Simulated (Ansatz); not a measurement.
# C4H7Br: small, medium and large basis sets

An exercise on one series of results from a longer session: the logs are not shown, and one member is left open.

Computed with Ansatz 0.2.0, Gaussian basis. Level: one geometry, several basis sets.

Levels to be run: PBE0-D4/def2-SVP; ωB97M-V/def2-SVP; PBE0-D4/def2-QZVPP; ωB97M-V/def2-QZVPP; the functionals' def2-TZVPP values are taken from earlier runs.

**The relaxed structure**

All runs share one geometry, relaxed beforehand with PBE0-D4 in a triple-zeta def2 set.

12 atoms, charge 0, spin multiplicity 1.

Atoms are counted from 1 here; the program's logs count them from 0.

Bond lengths: C1–C2 1.330 Å, C1–H6 1.084 Å, C1–H7 1.084 Å, C2–C3 1.493 Å, C2–C4 1.487 Å, C3–H8 1.095 Å, C3–H9 1.090 Å, C3–H10 1.093 Å, C4–Br5 1.965 Å, C4–H11 1.089 Å, C4–H12 1.087 Å. Angles: C2–C1–H6 121.3°, C2–C1–H7 121.5°, H6–C1–H7 117.2°, C1–C2–C3 123.2°, C1–C2–C4 119.8°, C3–C2–C4 117.0°, C2–C3–H8 110.8°, C2–C3–H9 111.3°, C2–C3–H10 110.6°, H8–C3–H9 108.5°, H8–C3–H10 106.8°, H9–C3–H10 108.6°, C2–C4–Br5 111.9°, C2–C4–H11 112.3°, C2–C4–H12 112.4°, Br5–C4–H11 104.2°, Br5–C4–H12 105.5°, H11–C4–H12 110.1°.

The first run:

The input, in.yaml:

```yaml
crystal:
  periodic: [false, false, false]
  atoms:
    - {symbol: C, position_ang: [0.362680, 0.685330, 1.368350]}
    - {symbol: C, position_ang: [0.040918, 0.147500, 0.195412]}
    - {symbol: C, position_ang: [-1.358067, 0.097770, -0.324714]}
    - {symbol: C, position_ang: [1.105763, -0.412576, -0.677902]}
    - {symbol: Br, position_ang: [0.938715, -2.360164, -0.879109]}
    - {symbol: H, position_ang: [-0.389997, 1.127164, 2.011415]}
    - {symbol: H, position_ang: [1.387294, 0.700656, 1.722796]}
    - {symbol: H, position_ang: [-1.435230, 0.623302, -1.282135]}
    - {symbol: H, position_ang: [-2.058292, 0.551750, 0.376309]}
    - {symbol: H, position_ang: [-1.665200, -0.936006, -0.504968]}
    - {symbol: H, position_ang: [1.047473, -0.032249, -1.697144]}
    - {symbol: H, position_ang: [2.100945, -0.247577, -0.274211]}
basis:
  gaussian: {orbitals: def2-SVP}
hamiltonian: {xc: pbe0, dispersion: d4}
output: {orbitals: {seedname: orbitals}}
```

Command:

```bash
$ ansatz run in.yaml --threads 4 --pin off --events-out ev --progress --plain --max-ram 10444MiB
```

Among the steps run: PBE0-D4 in def2-SVP; ωB97M-V in def2-SVP; PBE0-D4 in def2-QZVPP; ωB97M-V in def2-QZVPP.

One table of the session follows, with a row left open; its other results are not shown here.

It belongs to the step «Functionals by basis». 

| functional | basis | HOMO (eV) |
| --- | --- | --- |
| PBE0-D4 | def2-SVP | -7.47 |
| PBE0-D4 | def2-TZVPP | -7.54 |
| PBE0-D4 | def2-QZVPP | -7.55 |
| ωB97M-V | def2-SVP | -9.64 |
| ωB97M-V | def2-TZVPP | -9.72 |
| ωB97M-V | def2-QZVPP | ? |

**Question.** Estimate the row for ωB97M-V, def2-QZVPP.

As computed: HOMO (eV): -9.73. In the column «HOMO (eV)» it is the lowest.
